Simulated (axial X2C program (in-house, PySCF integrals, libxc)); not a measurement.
**A two-component session on WH: EOM-IP-CCSD levels**

Wanted for WH: EOM-IP-CCSD levels, at the two-component level.

Program: an in-house X2C program for linear molecules on PySCF integrals. Level of theory: two-component X2C with atomic mean-field terms, W dyall-acv3z, H dyall-av3z. These are calculated values, not measurements.

### Step 1. The job

The input, task.json:

```json
{"zs": [74, 1], "q": 0, "bas": ["dyall-acv3z", "dyall-av3z"], "r0": 1.69, "eom": "ip", "rq": -1, "thr": -2.0, "nmax": 95, "grid": [1, 0.96, 1.045, 0.92, 1.09, 1.15]}
```

Keys: zs atomic numbers; q charge; bas basis sets; r0 starting distance in Å; eom kind of EOM run; thr threshold in hartree for freezing inner shells (an s shell follows its p shell); nmax most natural virtual spinors; grid distances as factors.

Command:

```
python soeom.py task.json out
```

The runs that follow: EOM-IP-CCSD at 1.739 Å.

Before running it: what results should come out? Wanted: next root led by one particle; T1 of the reference; lowest state, Re and ωe.

The runs gave:

| quantity | value |
| --- | --- |
| lowest root at 1.739 Å | Ω = 1/2, 1.220 eV |
| next root led by one particle | Ω = 1/2, about 5390 cm⁻¹ higher |
| T1 of the reference | 0.079 |
| lowest state, Re and ωe | 1.724 Å, 1825 cm⁻¹ |

**Reading.** Removing an electron from the reference determinant of WH⁻ costs 1.22 eV and empties a spinor of 33% W sσ, 26% W pσ, 25% W dπ. The closed-shell reference lies 1.38 eV above the lowest determinant found, so these energies count from an excited configuration. Errors of 0.1 to 0.3 eV are usual at this size, and roots led by higher excitations are left out, so the list is incomplete, and low states of that kind can be missing. T1 or the largest double amplitude of the reference is raised, which lowers the reliability. The bond is 0.060 Å shorter than in the closed-shell reference at CCSD (1.785 Å).
